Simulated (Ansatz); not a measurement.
# CH3OTe+ (SMILES [CH2+][Te]O): single points off equilibrium

A test off equilibrium: a structure displaced at random from a GFN2-xTB minimum is computed at several levels, and each is set against CCSD(T).

Program: Ansatz 0.2.0, Gaussian basis. Level of theory: single points in def2-TZVPP. These are calculated values, not measurements.

Cores are frozen in the correlated methods. Filled d shells of the heavier atoms are correlated. Core potentials replace the inner electrons past krypton, and spin-orbit coupling is left out.

### 1 Starting geometry

SMILES `[CH2+][Te]O`, 6 atoms, charge 1, spin multiplicity 1.

Atoms are counted from 1 here; the program's logs count them from 0.

Bond lengths: C1–Te2 1.832 Å, C1–H4 1.103 Å, C1–H5 1.087 Å, Te2–O3 1.943 Å, O3–H6 0.842 Å. Angles: Te2–C1–H4 133.6°, Te2–C1–H5 128.1°, H4–C1–H5 96.2°, C1–Te2–O3 100.5°, Te2–O3–H6 133.7°.

Geometry (Å):

```
atom    x (Å)    y (Å)    z (Å)
  C1  -0.4351   0.0962  -1.0147
 Te2   0.7969  -0.9804  -0.1910
  O3   0.9932  -0.0565   1.5067
  H4  -0.8635   0.1231  -2.0307
  H5  -0.7547   1.0937  -0.7251
  H6   0.4765   0.0802   2.1575
```

### 2 CCSD(T)/def2-TZVPP

run/in.yaml reads:

```yaml
crystal:
  periodic: [false, false, false]
  atoms:
    - {symbol: C, position_ang: [-0.435100, 0.096200, -1.014700]}
    - {symbol: Te, position_ang: [0.796900, -0.980400, -0.191000]}
    - {symbol: O, position_ang: [0.993200, -0.056500, 1.506700]}
    - {symbol: H, position_ang: [-0.863500, 0.123100, -2.030700]}
    - {symbol: H, position_ang: [-0.754700, 1.093700, -0.725100]}
    - {symbol: H, position_ang: [0.476500, 0.080200, 2.157500]}
basis:
  gaussian: {orbitals: def2-TZVPP}
total_charge: 1
correlation: {method: ccsd_t}
output: {forces: true}
```

No record of the launch command was kept for these runs.

### 3 PBE0-D4/def2-TZVPP

run/in.yaml: that of step 2 with these lines changed.

```diff
@@ -12,3 +12,3 @@
 total_charge: 1
-correlation: {method: ccsd_t}
-output: {forces: true}
+hamiltonian: {xc: pbe0, dispersion: d4}
+output: {forces: true, orbitals: {seedname: orbitals}}
```

### 4 wB97M-V/def2-TZVPP

run/in.yaml: that of step 3 with these lines changed.

```diff
@@ -12,3 +12,3 @@
 total_charge: 1
-hamiltonian: {xc: pbe0, dispersion: d4}
-output: {forces: true, orbitals: {seedname: orbitals}}
+hamiltonian: {xc: {name: wB97M-V}}
+output: {forces: true}
```

### 5 r2SCAN-D4/def2-TZVPP

run/in.yaml: that of step 4 with these lines changed.

```diff
@@ -12,3 +12,3 @@
 total_charge: 1
-hamiltonian: {xc: {name: wB97M-V}}
+hamiltonian: {xc: r2scan, dispersion: d4}
 output: {forces: true}
```

### 6 PBE-D4/def2-TZVPP

run/in.yaml: that of step 5 with these lines changed.

```diff
@@ -12,3 +12,3 @@
 total_charge: 1
-hamiltonian: {xc: r2scan, dispersion: d4}
+hamiltonian: {xc: pbe, dispersion: d4}
 output: {forces: true}
```

### 7 SPW92/def2-TZVPP

run/in.yaml: that of step 6 with these lines changed.

```diff
@@ -12,3 +12,3 @@
 total_charge: 1
-hamiltonian: {xc: pbe, dispersion: d4}
+hamiltonian: {xc: lda}
 output: {forces: true}
```

### 8 revPBE-D4/def2-TZVPP

run/in.yaml: that of step 7 with these lines changed.

```diff
@@ -12,3 +12,3 @@
 total_charge: 1
-hamiltonian: {xc: lda}
+hamiltonian: {xc: {name: revPBE}, dispersion: d4}
 output: {forces: true}
```

(Steps that only read results are left out.)

What does the calculation give? Wanted: energy less free atoms, CCSD(T)/def2-TZVPP; RMS force component; RMS force error; HOMO and LUMO, PBE0-D4; T1 diagnostic.

**Answer**, as computed:

```
                                  quantity                                                                                           value
energy less free atoms, CCSD(T)/def2-TZVPP                                                                                 -235.0 kcal/mol
                       RMS force component                                                            3.811 to 3.989 eV/Å over the methods
                           RMS force error  PBE0-D4 0.171, wB97M-V 0.212, r2SCAN-D4 0.124, PBE-D4 0.244, SPW92 0.450, revPBE-D4 0.261 eV/Å
                    HOMO and LUMO, PBE0-D4                                                                             -14.15 and -9.09 eV
                             T1 diagnostic                                                                                           0.019
```

Against CCSD(T) the functionals' energies less atoms differ by -96.4 to -9.4 kcal/mol, PBE-D4 by -30.0 kcal/mol. CCSD(T) in triple zeta still lacks some correlation energy of the bonds, so part of these gaps is its own basis error and they don't rank the functionals. The forces of r2SCAN-D4 come nearest to CCSD(T), those of SPW92 are farthest. Frozen-core CCSD(T) forces in triple zeta carry basis errors of their own, and this is one geometry, so small gaps rank nothing. The restricted Hartree–Fock reference is unstable towards an unrestricted one at one or more of these structures.
